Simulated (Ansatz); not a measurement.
This script makes a test of the smearing width of HfN, space group P6_3/mmc with Ansatz 0.2.0, Python API.

`hfn_smear.py`
```python
"""How the energy of HfN depends on the smearing."""

import csv
import warnings

import ansatz as az
import numpy as np


def main() -> None:
    warnings.simplefilter("ignore", az.DeckWarning)

    vectors = np.array([
        [3.133908, 0.0, 0.0],
        [-1.566954, 2.714044, 0.0],
        [0.0, 0.0, 5.416768],
    ])
    hfn = (
        az.Lattice.of(vectors)
        .atom("Hf", (2 / 3, 1 / 3, 0.75))
        .atom("Hf", (1 / 3, 2 / 3, 0.25))
        .atom("N", (0.0, 0.0, 0.0))
        .atom("N", (0.0, 0.0, 0.5))
    )

    model = hfn.calculation().functional(az.Functional.R2SCAN).basis(650).kpoints(8, 8, 4).forces().stress()

    rows = []
    for value in [0.25, 0.15, 0.1, 0.05, 0.025]:
        summary = model.occupations("cold", width=value).run(threads=1).report
        rows.append((value, summary["free_energy_ev"] / len(summary["lattice"]["sites"]), summary["n_iterations"], sum(summary["stress_gpa"][i][i] for i in range(3)) / 3, max(abs(f) for row in summary["forces_ev_ang"] for f in row), summary["n_kpoints"]))

    with open("smear.csv", "w", newline="") as handle:
        writer = csv.writer(handle)
        writer.writerow(["width (eV)", "F/atom (eV)", "iterations", "P (GPa)", "max component (eV/A)", "k-points"])
        writer.writerows([round(v, 5) if isinstance(v, float) else v for v in row] for row in rows)

    # the last row is the reference
    for row in rows[:-1]:
        shift = 1000 * (row[1] - rows[-1][1])
        print(f"{row[0]}: {shift:+.2f} meV/atom" + ("  (within 1 meV)" if abs(shift) < 1 else ""))


if __name__ == "__main__":
    main()
```

How much does the free energy per atom change between the narrowest and the widest smearing, and why?

Going from 0.025 to 0.25 eV changes F by -1.0 meV an atom. This scheme is built to cancel the term in the square of the width, so the shifts stay small and are partly the mesh's error. The pressure moves from 2.70 to 2.49 GPa.

The output:

Running `python hfn_smear.py` prints:
```text
0.25: -1.01 meV/atom
0.15: -0.67 meV/atom  (within 1 meV)
0.1: -0.26 meV/atom  (within 1 meV)
0.05: +0.03 meV/atom  (within 1 meV)
```

`smear.csv`, as written:
```csv
width (eV),F/atom (eV),iterations,P (GPa),max component (eV/A),k-points
0.25,-8060.79745,8,2.49496,0.0,30
0.15,-8060.79711,8,2.57778,0.0,30
0.1,-8060.7967,8,2.63352,0.0,30
0.05,-8060.79641,9,2.69231,0.0,30
0.025,-8060.79644,8,2.7006,0.0,30
```

Reading the output:
- Spin is left out of this run.
- For a metal this k-point mesh is coarse: on a finer one energies can move by several to tens of meV an atom and pressures by half a GPa or more, differences at one mesh by less.
- Forces vanish by symmetry here and test nothing.
- The narrowest width needs the finest mesh, so the last row is no converged reference.
- Pressure is positive in compression.
- Spin-orbit coupling, which matters for elements this heavy, is left out.
- This cell is a computed structure, which may not be the phase found in nature.
- Processor time in the engine: 34 s on 1 thread of Intel(R) Xeon(R) Processor @ 2.30GHz, on a shared host, peak memory 0.73 GiB.
